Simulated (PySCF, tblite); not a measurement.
**H₅HfO₃P, a small molecule taken as a stand-in for a surface group (hafnium hydroxide): NMR shifts, core binding energies and electronic excitations, part 1 of 2**

Aim: the NMR shifts, core binding energies and electronic excitations of `[OH][Hf]([OH])([OH])[PH2]`.

Programs: tblite 0.8.0 and PySCF 2.14.0. All values are calculated, for the isolated system unless a continuum is named. Atoms count from 0, parts from 1.

## 1. Starting point

10 atoms, charge 0, multiplicity 1; geometry: distance geometry start.

## 2. Geometry optimisation with GFN2-xTB

The job: settings as JSON, then the geometry in Å.

```
{"job": {"kind": "relax", "xc": "GFN2-xTB", "basis": "xTB"}, "charge": 0, "multiplicity": 1}
O      0.472797     2.390394    -1.483955
Hf     0.787692     0.406487    -0.969998
O      2.495068    -0.292323    -1.956361
O     -0.858339    -0.712194    -1.513970
P      1.160657     0.252473     1.459581
H     -0.270283     2.934885    -1.178215
H      3.050059    -0.989363    -1.637120
H     -1.072074    -0.949847    -2.414049
H      1.944946     1.235613     1.994337
H      0.042882    -0.136291     2.190552
```

Method: GFN2-xTB geometry optimisation, gas phase.

Command:

```
$ OMP_NUM_THREADS=1 python cluster_run.py task.json out
```

One launch serves the whole session: the jobs run in the order shown.

Standard output:

```text
step      E/eV     max force
  0    -511.39405    2.000
  1    -511.57722    1.483
  2    -511.98186    1.721
  3    -512.14665    1.522
  4    -512.22457    0.999
  5    -512.28438    0.850
  6    -512.32620    0.811
  7    -512.36591    0.473
  8    -512.37957    0.416
  9    -512.40119    0.422
 10    -512.42200    0.554
 11    -512.45263    0.584
 12    -512.47956    0.594
 13    -512.50608    0.515
 14    -512.52187    0.517
 15    -512.53527    0.531
 16    -512.55391    0.475
 17    -512.57474    0.627
 18    -512.59406    0.563
 19    -512.60212    0.745
 20    -512.61294    0.322
 21    -512.61817    0.220
 22    -512.62395    0.180
 23    -512.62718    0.173
 24    -512.63132    0.134
 25    -512.63271    0.140
 26    -512.63415    0.134
 27    -512.63587    0.147
 28    -512.63853    0.175
 29    -512.64100    0.167
 30    -512.64253    0.171
 31    -512.64334    0.075
 32    -512.64399    0.095
 33    -512.64450    0.068
 34    -512.64481    0.046
 35    -512.64504    0.043
 36    -512.64530    0.065
 37    -512.64578    0.093
 38    -512.64646    0.096
 39    -512.64707    0.066
 40    -512.64734    0.042
 41    -512.64746    0.038
 42    -512.64758    0.045
 43    -512.64783    0.051
 44    -512.64845    0.094
 45    -512.64905    0.116
 46    -512.64965    0.098
 47    -512.65007    0.057
 48    -512.65031    0.035
 49    -512.65038    0.022
 50    -512.65040    0.021
 51    -512.65043    0.021
 52    -512.65050    0.032
 53    -512.65060    0.051
 54    -512.65075    0.057
 55    -512.65089    0.038
 56    -512.65096    0.022
 57    -512.65099    0.017
 58    -512.65102    0.023
 59    -512.65107    0.034
 60    -512.65115    0.040
 61    -512.65124    0.032
 62    -512.65128    0.015
 63    -512.65130    0.008
```

Run time: 1.3 s. Hardware: 1 thread of Arm Neoverse N1, shared host.

Relaxation path:

```tsv
step	energy from step 0 (eV)	largest force (eV/Å)
0	0.0000	1.9994
2	-0.5878	1.7214
4	-0.8305	0.9993
6	-0.9321	0.8107
8	-0.9855	0.4161
10	-1.0280	0.5537
12	-1.0855	0.5945
14	-1.1278	0.5176
16	-1.1599	0.4753
18	-1.2000	0.5628
20	-1.2189	0.3217
22	-1.2299	0.1804
24	-1.2373	0.1342
26	-1.2401	0.1337
28	-1.2445	0.1748
30	-1.2485	0.1713
32	-1.2499	0.0953
34	-1.2508	0.0462
36	-1.2513	0.0655
38	-1.2524	0.0958
40	-1.2533	0.0425
42	-1.2535	0.0462
44	-1.2544	0.0946
46	-1.2556	0.0979
48	-1.2563	0.0345
50	-1.2563	0.0210
52	-1.2564	0.0324
54	-1.2567	0.0572
56	-1.2569	0.0220
58	-1.2570	0.0230
60	-1.2571	0.0397
62	-1.2572	0.0157
63	-1.2572	0.0082
```

Distances of close pairs at the start and the end, largest changes first:

```tsv
bond	before (Å)	after (Å)	change (Å)
Hf1–H5	2.749	2.437	-0.312
Hf1–H7	2.717	2.406	-0.312
Hf1–H6	2.741	2.485	-0.256
Hf1–O2	2.092	1.864	-0.228
O0–Hf1	2.073	1.862	-0.212
Hf1–O3	2.063	1.869	-0.194
P4–H8	1.367	1.395	+0.028
Hf1–P4	2.463	2.488	+0.025
```

## 3. Geometry optimisation at PBE0-D3(BJ)/def2-SVP

The job: settings as JSON, then the geometry in Å.

```
{"job": {"xc": "PBE0", "basis": "def2-SVP", "d3": "d3bj", "grid": 2, "kind": "geom", "shake": 0.01}, "charge": 0, "multiplicity": 1}
O     -0.290437     1.862631    -0.337897
Hf     0.045806     0.062004    -0.474376
O      1.396809    -0.832739    -1.378051
O     -1.520223    -0.780637    -0.919706
P      0.658520    -0.454700     1.873873
H     -1.131610     2.183873    -0.764506
H      2.066655    -1.347863    -0.867728
H     -1.474331    -1.268844    -1.747640
H      0.937215     0.881209     2.244120
H     -0.646853    -0.330517     2.373385
```

Standard output:

```text
step   0  E = -617.53670374  max force = 0.097550
step   1  E = -617.57045634  max force = 0.015451
step   2  E = -617.57692206  max force = 0.010114
step   3  E = -617.58176276  max force = 0.012564
step   4  E = -617.58616017  max force = 0.010530
step   5  E = -617.58820649  max force = 0.005731
step   6  E = -617.59040476  max force = 0.006705
step   7  E = -617.59210581  max force = 0.007415
step   8  E = -617.59247016  max force = 0.019351
step   9  E = -617.59417382  max force = 0.003947
step  10  E = -617.59452532  max force = 0.002722
step  11  E = -617.59472344  max force = 0.001840
step  12  E = -617.59484544  max force = 0.001276
step  13  E = -617.59494655  max force = 0.000905
step  14  E = -617.59501156  max force = 0.000883
step  15  E = -617.59508404  max force = 0.001122
step  16  E = -617.59513570  max force = 0.001035
step  17  E = -617.59516049  max force = 0.000412
step  18  E = -617.59516838  max force = 0.000240
optimisation converged
```

It took 5 min on 1 thread of Arm Neoverse N1, shared host; peak memory 0.59 GiB.

Relaxation path:

```tsv
step	energy from step 0 (eV)	largest force component (eV/Å)
0	0.0000	5.0162
1	-0.9185	0.7945
2	-1.0944	0.5201
3	-1.2261	0.6461
4	-1.3458	0.5415
5	-1.4015	0.2947
6	-1.4613	0.3448
7	-1.5076	0.3813
8	-1.5175	0.9951
9	-1.5638	0.2030
10	-1.5734	0.1400
11	-1.5788	0.0946
12	-1.5821	0.0656
13	-1.5849	0.0465
14	-1.5866	0.0454
15	-1.5886	0.0577
16	-1.5900	0.0532
17	-1.5907	0.0212
18	-1.5909	0.0123
```

Close pairs (by a distance rule), those that changed most:

```tsv
bond	before (Å)	after (Å)	change (Å)
Hf1–H7	2.388	2.868	+0.480
Hf1–H5	2.444	2.873	+0.429
Hf1–H6	2.495	2.869	+0.374
Hf1–P4	2.481	2.626	+0.144
Hf1–O3	1.833	1.920	+0.086
O0–Hf1	1.837	1.922	+0.085
Hf1–O2	1.855	1.920	+0.065
O0–H5	0.996	0.954	-0.042
```

The final coordinates are the input of the step that follows.

```tsv
at the end point	value
rotational constants (GHz, main isotopes)	2.645, 1.561, 1.547
dipole moment (D)	3.88
```

## 4. NMR shieldings: PBE0/def2-SVP+pcSseg-1

The job: settings as JSON, then the geometry in Å.

```
{"job": {"kind": "nmr", "xc": "PBE0", "basis": {"default": "pcSseg-1", "Hf": "def2-SVP"}}, "charge": 0, "multiplicity": 1}
O     -0.312428     1.795168    -0.616083
Hf     0.001814    -0.090993    -0.421778
O      1.692186    -0.634618    -1.152104
O     -1.489783    -1.155775    -0.993411
P      0.208528    -0.658255     2.133558
H     -0.532936     2.707596    -0.787413
H      2.498739    -0.842893    -1.618074
H     -2.176612    -1.683392    -1.394680
H      1.106885     0.430315     2.380747
H     -0.954854     0.107336     2.470738
```

Level: GIAO PBE0/pcSseg-1 Hf:def2-SVP NMR shielding, scalar relativity only through core potentials, gas phase.

Standard output:

```text
coarse grid: 43152 points
cycle   1  E = -617.3549503506  dE = -1.232e+01  |g| = 1.448e+00  |ddm| = 7.680e+00
cycle   2  E = -616.8949214384  dE =  4.600e-01  |g| = 2.108e+00  |ddm| = 3.009e+00
cycle   3  E = -617.8112154271  dE = -9.163e-01  |g| = 2.937e-01  |ddm| = 1.785e+00
cycle   4  E = -617.8264644263  dE = -1.525e-02  |g| = 1.503e-01  |ddm| = 4.273e-01
cycle   5  E = -617.8322706074  dE = -5.806e-03  |g| = 1.844e-02  |ddm| = 1.595e-01
cycle   6  E = -617.8323646083  dE = -9.400e-05  |g| = 4.442e-03  |ddm| = 3.115e-02
cycle   7  E = -617.8323690451  dE = -4.437e-06  |g| = 2.484e-03  |ddm| = 6.353e-03
final grid: 87784 points
cycle   8  E = -617.8323585999  dE =  2.548e-06  |g| = 4.587e-03  |ddm| = 3.994e-03
cycle   9  E = -617.8323493729  dE =  9.227e-06  |g| = 8.505e-03  |ddm| = 6.947e-03
cycle  10  E = -617.8323623913  dE = -1.302e-05  |g| = 1.117e-04  |ddm| = 4.498e-03
cycle  11  E = -617.8323623946  dE = -3.317e-09  |g| = 1.839e-05  |ddm| = 1.590e-04
cycle  12  E = -617.8323623947  dE = -8.959e-11  |g| = 8.480e-06  |ddm| = 2.811e-05
converged SCF energy = -617.8323623947

GIAO shielding tensors (ppm)
atom      isotropic    diamagn.    paramagn.     s11        s22        s33       span
  0 O      159.665     391.542    -231.877     23.420    121.028    334.548    311.128
  1 Hf         nan         nan         nan        nan        nan        nan        nan
  2 O      151.375     391.344    -239.968      1.862    113.362    338.902    337.041
  3 O      151.299     391.343    -240.044      1.339    112.841    339.718    338.379
  4 P      571.105     968.557    -397.453    522.393    585.262    605.659     83.266
  5 H       28.652      30.999      -2.348     21.268     21.955     42.732     21.464
  6 H       28.517      30.735      -2.218     21.045     21.801     42.705     21.661
  7 H       28.515      30.725      -2.210     21.021     21.798     42.726     21.705
  8 H       29.891      29.788       0.103     26.270     26.976     36.426     10.156
  9 H       29.896      29.805       0.091     26.278     26.993     36.417     10.139
```

Wall time 32 s (1 thread of Arm Neoverse N1, shared host); peak memory 0.77 GiB.

Shifts follow as δ = σ(reference) − σ, with reference shieldings (ppm) from runs at the same level and on the same kind of geometry: 1H TMS 31.27, 17O H2O 334.6, 31P H3PO4 310.1. The references are single molecules in the gas phase, so shifts against H2O, NH3, PH3, H3PO4 or CFCl3 are not on the usual liquid scales and can be off by tens of ppm. Atoms listed in one row are averaged.

```tsv
atoms	environment	σ (ppm)	δ (ppm)
H6, H7	hydrogen on an oxygen bonded to Hf	28.52	2.75
H5	hydrogen on an oxygen bonded to Hf	28.65	2.62
H8	hydrogen on a phosphorus bonded to Hf	29.89	1.38
H9	hydrogen on a phosphorus bonded to Hf	29.90	1.37
O2, O3	oxygen bonded to Hf, H	151.3	183.2
O0	oxygen bonded to Hf, H	159.7	174.9
P4	phosphorus bonded to Hf, 2 H	571.1	-261.0
```

Atoms past Kr carry core potentials, so their printed shieldings have no meaning and are left out of the table.

The run also stored atomic charges by several schemes (e):

```tsv
atoms	Mulliken	ESP fit
O0	-0.58	-0.98
Hf1	1.34	1.63
O2, O3	-0.57	-0.87
P4	-0.46	-0.55
```

Mayer bond orders: O0–Hf1 1.06, Hf1–O2 1.07, Hf1–O3 1.07, Hf1–P4 0.91.

With diffuse functions Mulliken charges and Mayer bond orders lose their meaning; the other schemes are steadier.

Orbitals, density, ELF and potential are computed afterwards from the orbital file.

Frontier orbitals at PBE0/def2-SVP+pcSseg-1, with the share of their density that lies nearest to each atom:

```tsv
orbital	energy (eV)	lies on
HOMO	-6.41	P4 65 %; Hf1 14 %; H8, H9 about 9 % each
LUMO	-0.07	Hf1 16 %; O0, O2, O3 about 15 % each; H5, H6, H7 about 8 % each
```

ELF in a plane through or near 6 of the atoms.

Values, 10 rows by 14 columns:
```
0.00 0.00 0.00 0.00 0.00 0.00 0.00 0.00 0.00 0.00 0.00 0.00 0.00 0.00
0.00 0.00 0.00 0.00 0.00 0.00 0.00 0.00 0.00 0.00 0.00 0.00 0.00 0.00
0.00 0.00 0.00 0.27 0.86 0.55 0.15 0.03 0.00 0.00 0.01 0.00 0.00 0.00
0.00 0.00 0.00 0.12 0.75 0.53 0.83 0.22 0.03 0.43 0.97 0.82 0.06 0.00
0.00 0.00 0.00 0.12 0.62 0.45 0.22 0.11 0.73 0.74 0.98 0.85 0.12 0.00
0.00 0.00 0.00 0.01 0.11 0.17 0.82 0.36 0.86 0.28 0.64 0.48 0.08 0.00
0.00 0.00 0.00 0.14 0.69 0.53 0.73 0.08 0.20 0.74 1.00 0.96 0.19 0.00
0.00 0.00 0.00 0.23 0.90 0.78 0.65 0.21 0.00 0.07 0.46 0.22 0.00 0.00
0.00 0.00 0.00 0.00 0.42 0.11 0.02 0.00 0.00 0.00 0.00 0.00 0.00 0.00
0.00 0.00 0.00 0.00 0.00 0.00 0.00 0.00 0.00 0.00 0.00 0.00 0.00 0.00
```
The map spans 10.0 Å across and 10.0 Å up, centred on the molecule. Atoms in the plane (x, y in Å): O2 (-1.3, 1.6), O3 (-1.3, -1.6), H6 (-1.8, 2.4), H7 (-1.8, -2.4), H8 (2.4, 1.1), H9 (2.4, -1.0).

log10 of the density (e/Å³) in the same plane.

Ten even steps from '0' (-4.0) to '9' (1.0):
```
0000000000000000000000000000
0000000000000000000000000000
0000000011110000000000000000
0000012344433211000000000000
0000023566654432112222110000
0000134678876543333444322100
0000134679997654445555433110
0000134679997655556777643210
0000134567777766677887654320
0000123456788877777777654320
0000123456788877777777654320
0000134567777766677887654320
0000134678997655556776643210
0000134679997654445555433110
0000134678876543333443322100
0000023556654432111222110000
0000002344443211000000000000
0000000011110000000000000000
0000000000000000000000000000
0000000000000000000000000000
```
The map spans 10.0 Å across and 10.0 Å up, centred on the molecule. Atoms in the plane (x, y in Å): O2 (-1.3, 1.6), O3 (-1.3, -1.6), H6 (-1.8, 2.4), H7 (-1.8, -2.4), H8 (2.4, 1.1), H9 (2.4, -1.0).

On the surface of density 0.002 e/bohr³ the electrostatic potential runs, from the 1st to the 99th percentile, from -1.50 V near P4 to 2.42 V near H7.

(Continued in part 2 of 2.)
